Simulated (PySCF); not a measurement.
# OGeBrH in PySCF: atomic charges with SCAN+D3

Aim: the atomic charges of OGeBrH with SCAN+D3.

Program: PySCF 2.14.0. These are calculated values, not measurements. Logs are shortened: lines on timing, memory, paths and dates and some standing lists are left out, and cuts for length are marked.

**1. Starting point**

The cell holds a molecule in a box, 4 atoms: a = 12.000 Å, b = 11.000 Å, c = 11.000 Å, α = 90.00°, β = 90.00°, γ = 90.00°.

**2. Atomic charges, SCAN+D3**

run.py reads:

```python
import json
import numpy as np
from pyscf.pbc import gto, scf, dft, df
from pyscf.pbc.tools import pyscf_ase
from ase.io import read

atoms = read('GeHBrO.xyz')
cell = pyscf_ase.cell_from_ase(atoms)
cell.basis = '6-31g*'
cell.exp_to_discard = 0
cell.precision = 1e-08
cell.max_memory = 2520  # MB
cell.verbose = 4
cell.build()

res = {}
from pyscf.dispersion import dftd3
d = dftd3.DFTD3Dispersion(cell, xc='scan', version='d3zero', atm=False).get_dispersion(grad=True)
print('dispersion energy = %.10f' % d['energy'])
res['e_disp'] = float(d['energy'])

kpts = cell.make_kpts([1, 1, 1])
mf = dft.KRKS(cell, kpts, xc='scan')
mf = mf.density_fit()
mf.with_df._cderi = 'cderi.h5'  # three-centre integrals saved by an earlier run on this cell, basis and mesh
mf.conv_tol = 1e-07
mf.max_cycle = 60

mf.kernel()
res.update(converged=bool(mf.converged), e_tot=mf.e_tot, nelec=cell.nelectron, nao=cell.nao, mesh=list(map(int, cell.mesh)), a=cell.lattice_vectors().tolist(), coords=cell.atom_coords().tolist(),
           mo_energy=[np.real(x).tolist() for x in mf.mo_energy], mo_occ=[np.real(x).tolist() for x in mf.mo_occ])
res.update(kpts=cell.get_scaled_kpts(kpts).tolist())
res['parts'] = {k: float(np.real(v)) for k, v in mf.scf_summary.items() if np.isscalar(v)}
json.dump(res, open('results.json', 'w'))
if not mf.converged:
    raise SystemExit('SCF not converged')

print('levels (eV)')
for i, kp in enumerate(res['kpts'][:40]):
    print('k %7.4f %7.4f %7.4f  ' % tuple(kp), ' '.join('%.3f' % (x * 27.211386) for x in res['mo_energy'][i][:43]))

# Mulliken populations
dm, s = np.asarray(mf.make_rdm1()), np.asarray(mf.get_ovlp())
sites = cell.aoslice_by_atom()[:, 2:]
tot = np.einsum('kij,kji->i', dm, s).real / len(kpts)
res['mulliken'] = [cell.atom_charge(i) - tot[a0:a1].sum() for i, (a0, a1) in enumerate(sites)]
print('Mulliken charges', np.round(res['mulliken'], 5))
res['meta_lowdin'] = mf.mulliken_meta()[1].tolist()
res['done'] = True
json.dump(res, open('results.json', 'w'))
```

GeHBrO.xyz reads:

```xyz
4
Lattice="12.0000000000 0.0000000000 0.0000000000 0.0000000000 11.0000000000 0.0000000000 0.0000000000 0.0000000000 11.0000000000" Properties=species:S:1:pos:R:3 pbc="T T T"
O      4.7263500000      6.0907500500      5.1073000000
Ge     4.9369500000      4.8928500500      6.3950000400
Br     7.2996500400      4.6648499700      6.2988999700
H      5.5371500400      6.3771500100      4.6729999800
```

Potentials or basis: 6-31g* (all-electron).

The run is started by

```sh
$ OMP_NUM_THREADS=2 python -u run.py > log
```

What it wrote:

```text
Discarded 0 diffused primitive functions, 0 contracted functions

PySCF version 2.14.0

[INPUT] verbose = 4
[INPUT] num. atoms = 4
[INPUT] num. electrons = 76
[INPUT] charge = 0
[INPUT] spin (= nelec alpha-beta = 2S) = 0
[INPUT] symmetry False subgroup None
[INPUT] Mole.unit = angstrom
[INPUT] Symbol           X                Y                Z      unit          X                Y                Z       unit  Magmom
[INPUT]  1 O      4.726350000000   6.090750050000   5.107300000000 AA    8.931507068838  11.509849487681   9.651398235991 Bohr   0.0
[INPUT]  2 Ge     4.936950000000   4.892850050000   6.395000040000 AA    9.329483390671   9.246146563064  12.084798642183 Bohr   0.0
[INPUT]  3 Br     7.299650040000   4.664849970000   6.298899970000 AA   13.794339380770   8.815288855486  11.903195829331 Bohr   0.0
[INPUT]  4 H      5.537150040000   6.377150010000   4.672999980000 AA   10.463697086224  12.051066974167   8.830690142298 Bohr   0.0

nuclear repulsion = 15.3367222337452
number of shells = 32
number of NR pGTOs = 221
number of NR cGTOs = 80
basis = 6-31g*
ecp = {}
lattice vectors  a1 [22.676713495, 0.000000000, 0.000000000]
                 a2 [0.000000000, 20.786987370, 0.000000000]
                 a3 [0.000000000, 0.000000000, 20.786987370]
dimension = 3
low_dim_ft_type = None
Cell volume = 9798.58
exp_to_discard = 0
rcut = 29.524367151608605 (nimgs = [2 2 2])
precision = 1e-08
pseudo = None
ke_cutoff = 7454945.320861678
    = [27873 25551 25551] mesh (18196988420673 PWs)
dispersion energy = -0.0000834771

******** <class 'pyscf.pbc.dft.krks.KRKS'> ********
method = KRKS
initial guess = minao
damping factor = 0
level_shift factor = 0
DIIS = <class 'pyscf.scf.diis.CDIIS'>
diis_start_cycle = 1
diis_space = 8
diis_damp = 0
SCF conv_tol = 1e-07
SCF conv_tol_grad = None
SCF max_cycles = 60
direct_scf = True
direct_scf_tol = 1e-13

******** PBC SCF flags ********
N kpts = 1
Exchange divergence treatment (exxdiv) = ewald
    madelung (= occupied orbital energy shift) = 0.13224932910137915
    Total energy shift due to Ewald probe charge = -1/2 * Nelec*madelung = -5.02547450585
DF object = <pyscf.pbc.df.df.GDF object>
XC functionals = scan
small_rho_cutoff = 0
radial grids:
    Treutler-Ahlrichs [JCP 102, 346 (1995); DOI:10.1063/1.469408] (M4) radial grids

becke partition: Becke, JCP 88, 2547 (1988); DOI:10.1063/1.454033
pruning grids: <function nwchem_prune>
grids dens level: 3
symmetrized grids: False
atomic radii adjust function: <function treutler_atomic_radii_adjust>
Set gradient conv threshold to 0.000316228

******** <class 'pyscf.pbc.df.rsdf_builder._RSNucBuilder'> ********
mesh = [45 41 41] (75645 PWs)
ke_cutoff = 18.27286425732629
omega = 0.5369717389902312
exclude_d_aux = False
exclude_dd_block = True
j2c_eig_always = False
has_long_range = True
tot grids = 64954
cell vol = 9798.58169  sum(weights) = 9831.47159
nelec by numeric integration = 76.00003735033752
init E= -4726.34603206935
  HOMO = -0.252897789385  LUMO = -0.0910027082608  gap/eV = 4.40539
nelec by numeric integration = 76.0000352255662
cycle= 1 E= -4726.63067032566  delta_E= -0.285  |g|= 0.932  |ddm|= 2.07
  HOMO = -0.130881867378  LUMO = -0.0360170498941  gap/eV = 2.58140
nelec by numeric integration = 76.00003846196564
cycle= 2 E= -4724.88194966533  delta_E= 1.75  |g|= 2.68  |ddm|= 2.75
  HOMO = -0.214084541942  LUMO = -0.0930408488324  gap/eV = 3.29377
nelec by numeric integration = 76.00003645702375
cycle= 3 E= -4726.73899156569  delta_E= -1.86  |g|= 0.415  |ddm|= 2.51
  HOMO = -0.238411119671  LUMO = -0.0833692389714  gap/eV = 4.21890
nelec by numeric integration = 76.00003559834693
cycle= 4 E= -4726.77911269658  delta_E= -0.0401  |g|= 0.201  |ddm|= 0.759
  HOMO = -0.24081409255  LUMO = -0.100403174197  gap/eV = 3.82078
nelec by numeric integration = 76.00003606894967
cycle= 5 E= -4726.78881852246  delta_E= -0.00971  |g|= 0.0595  |ddm|= 0.346
  HOMO = -0.240602059213  LUMO = -0.0965216429812  gap/eV = 3.92063
nelec by numeric integration = 76.00003594312409
cycle= 6 E= -4726.78967831075  delta_E= -0.00086  |g|= 0.0125  |ddm|= 0.0818
  HOMO = -0.23941175513  LUMO = -0.0964663466419  gap/eV = 3.88974
nelec by numeric integration = 76.00003596596451
cycle= 7 E= -4726.78972745877  delta_E= -4.91e-05  |g|= 0.00333  |ddm|= 0.0218
  HOMO = -0.239607024815  LUMO = -0.0964007687496  gap/eV = 3.89684
nelec by numeric integration = 76.0000359590087
cycle= 8 E= -4726.78973064258  delta_E= -3.18e-06  |g|= 0.000501  |ddm|= 0.00475
  HOMO = -0.239581974559  LUMO = -0.0963759184361  gap/eV = 3.89684
nelec by numeric integration = 76.0000359591518
cycle= 9 E= -4726.78973070785  delta_E= -6.53e-08  |g|= 0.000121  |ddm|= 0.000693
  HOMO = -0.239591633471  LUMO = -0.0963861536815  gap/eV = 3.89682
nelec by numeric integration = 76.00003595912894
Extra cycle  E= -4726.78973070683  delta_E= 1.02e-09  |g|= 0.000141  |ddm|= 0.000259
converged SCF energy = -4726.78973070683
levels (eV)
k  0.0000  0.0000  0.0000   -13120.923 -10834.984 -1695.908 -1526.397 -1526.362 -1526.349 -1351.754 -1201.742 -1201.715 -1201.675 -516.225 -234.773 -174.771 -174.627 -174.581 -169.052 -118.658 -118.579 -118.438 -67.937 -67.902 -67.870 -67.763 -67.761 -31.260 -31.163 -31.159 -31.065 -30.993 -25.979 -19.316 -13.829 -10.990 -8.437 -8.311 -7.075 -7.059 -6.520 -2.623 -0.382 0.675 3.029 4.463
Mulliken charges [-0.66107  0.48805 -0.27165  0.44467]
 ** Mulliken pop on meta-lowdin orthogonal AOs **
 ** Mulliken pop  **
pop of  0 O 1s            1.99995
pop of  0 O 2s            1.67696
pop of  0 O 3s            0.00254
pop of  0 O 2px           1.62570
pop of  0 O 2py           1.67267
pop of  0 O 2pz           1.61852
pop of  0 O 3px           0.00180
pop of  0 O 3py           0.00224
pop of  0 O 3pz           0.00233
pop of  0 O 3dxy          0.00186
pop of  0 O 3dyz          0.00176
pop of  0 O 3dz^2         0.00103
pop of  0 O 3dxz          0.00251
pop of  0 O 3dx2-y2       0.00301
pop of  1 Ge 1s           2.00000
pop of  1 Ge 2s           1.99999
pop of  1 Ge 3s           1.99981
pop of  1 Ge 4s           1.80283
pop of  1 Ge 5s           0.00789
pop of  1 Ge 2px          2.00000
pop of  1 Ge 2py          2.00000
pop of  1 Ge 2pz          2.00000
pop of  1 Ge 3px          1.99994
pop of  1 Ge 3py          1.99993
pop of  1 Ge 3pz          1.99994
pop of  1 Ge 4px          0.60771
pop of  1 Ge 4py          0.46088
pop of  1 Ge 4pz          0.51540
pop of  1 Ge 5px          0.01061
pop of  1 Ge 5py          0.00558
pop of  1 Ge 5pz          0.00566
pop of  1 Ge 3dxy         1.99919
pop of  1 Ge 3dyz         1.99887
pop of  1 Ge 3dz^2        1.99919
pop of  1 Ge 3dxz         1.99919
pop of  1 Ge 3dx2-y2      1.99909
pop of  1 Ge 4dxy         0.00350
pop of  1 Ge 4dyz         0.00349
pop of  1 Ge 4dz^2        0.00437
pop of  1 Ge 4dxz         0.00361
pop of  1 Ge 4dx2-y2      0.00462
pop of  1 Ge 5dxy         0.00196
pop of  1 Ge 5dyz         0.00115
pop of  1 Ge 5dz^2        0.00207
pop of  1 Ge 5dxz         0.00208
pop of  1 Ge 5dx2-y2      0.00215
pop of  2 Br 1s           2.00000
pop of  2 Br 2s           1.99995
pop of  2 Br 3s           1.99941
pop of  2 Br 4s           1.93216
pop of  2 Br 5s           0.00240
pop of  2 Br 2px          2.00000
pop of  2 Br 2py          2.00000
pop of  2 Br 2pz          2.00000
pop of  2 Br 3px          1.99985
pop of  2 Br 3py          1.99990
pop of  2 Br 3pz          1.99990
pop of  2 Br 4px          1.53737
pop of  2 Br 4py          1.89557
pop of  2 Br 4pz          1.90493
pop of  2 Br 5px          0.00347
pop of  2 Br 5py          0.00048
pop of  2 Br 5pz          0.00054
pop of  2 Br 3dxy         1.99978
pop of  2 Br 3dyz         1.99981
pop of  2 Br 3dz^2        1.99979
pop of  2 Br 3dxz         1.99978
pop of  2 Br 3dx2-y2      1.99976
pop of  2 Br 4dxy         0.00187
pop of  2 Br 4dyz         0.00026
pop of  2 Br 4dz^2        0.00130
pop of  2 Br 4dxz         0.00184
pop of  2 Br 4dx2-y2      0.00349
pop of  2 Br 5dxy         0.00006
pop of  2 Br 5dyz         0.00001
pop of  2 Br 5dz^2        0.00004
pop of  2 Br 5dxz         0.00006
pop of  2 Br 5dx2-y2      0.00011
pop of  3 H 1s            0.64754
pop of  3 H 2s            0.01506
 ** Mulliken atomic charges  **
charge of    0O =     -0.61286
charge of    1Ge =      0.55932
charge of    2Br =     -0.28386
charge of    3H =      0.33740
```

Wall time 18 s (2 threads of Intel Xeon at 2.70GHz, shared host); peak memory 1.9 GiB.

Results:

```
Free energy                     : -128622.5033 eV
Gap between the frontier levels : 3.90 eV
Meta-löwdin charges             : O -0.61; Ge +0.56; Br -0.28; H +0.34 e
Dispersion energy per atom      : -0.001 eV
```

Caveat: this is a molecule in a periodic box at the Γ point, so its band gap is the HOMO-LUMO gap; the energy listed adds the dispersion energy to the SCF energy of the log; population charges move with the basis; relativity is left out, which matters for the heavier elements; the basis of atomic orbitals isn't converged, which shifts pressures, moduli and gaps.
